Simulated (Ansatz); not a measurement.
# W2S: the cost of one run

Method: DFT PBE, scalar-relativistic, plane waves, PAW, in Ansatz 0.2.0.

5 further runs of the same task are left out: 1 that didn't finish, 4 set aside as unsound or not needed.

**1. The structure to begin with**

The structure is hexagonal, space group P6_3/mmc (No. 194). Conventional cell: a = 3.093 Å, b = 3.093 Å, c = 12.032 Å, α = 90.00°, β = 90.00°, γ = 120.00°. Around W (site symmetry 3m) lie 3 S at 2.32 Å. Around S (site symmetry -6m2) lie 6 W at 2.32 Å.

Structure file:

```
CELL_PARAMETERS angstrom
3.09338 0.00000 0.00000
-1.54669 2.67895 0.00000
0.00000 0.00000 12.03199
ATOMIC_POSITIONS crystal
W 0.33333 0.66667 0.62750
W 0.66667 0.33333 0.12750
W 0.33333 0.66667 0.87250
W 0.66667 0.33333 0.37250
S 0.33333 0.66667 0.25000
S 0.66667 0.33333 0.75000
```

This is candidate A: 2H molybdenite type (P6_3/mmc, No. 194).

(A quick probe on a coarse mesh, which set the mesh and smearing, is not shown.)

**3. A loose first relaxation (candidate A)**

The input, input.yaml:

```yaml
crystal:
  lattice:
    - [3.0933830559, 0.0, 0.0]
    - [-1.546691528, 2.6789483101, 0.0]
    - [0.0, 0.0, 12.0319915855]
  atoms:
    - { symbol: W, position: [0.3333333333, 0.6666666667, 0.6275] }
    - { symbol: W, position: [0.6666666667, 0.3333333333, 0.1275] }
    - { symbol: W, position: [0.3333333333, 0.6666666667, 0.8725] }
    - { symbol: W, position: [0.6666666667, 0.3333333333, 0.3725] }
    - { symbol: S, position: [0.3333333333, 0.6666666667, 0.25] }
    - { symbol: S, position: [0.6666666667, 0.3333333333, 0.75] }
basis:
  ecutwfc: 420
kpoints:
  mp_grid: { grid: [6, 6, 2] }
hamiltonian:
  xc: pbe
scf:
  occupations: { method: gaussian, width: 0.1 }
  lower_state_search: "off"
output:
  forces: true
  stress: true
  eigenvalues: true
relax:
  adjacent_minimum: "off"
  f_tol: 0.04
  max_steps: 70
  cell: { stress_tol: 0.4 }
```

Command:

```console
$ ansatz run input.yaml --threads 1 --pin off --max-ram 2560MiB --backend cpu --events-out ev --progress --plain --runs-dir out
```

**Question.** How long does this run take on 1 thread of Arm Neoverse V1, shared host, and how much memory does it need?

About 29 s, with a peak of 0.37 GiB.
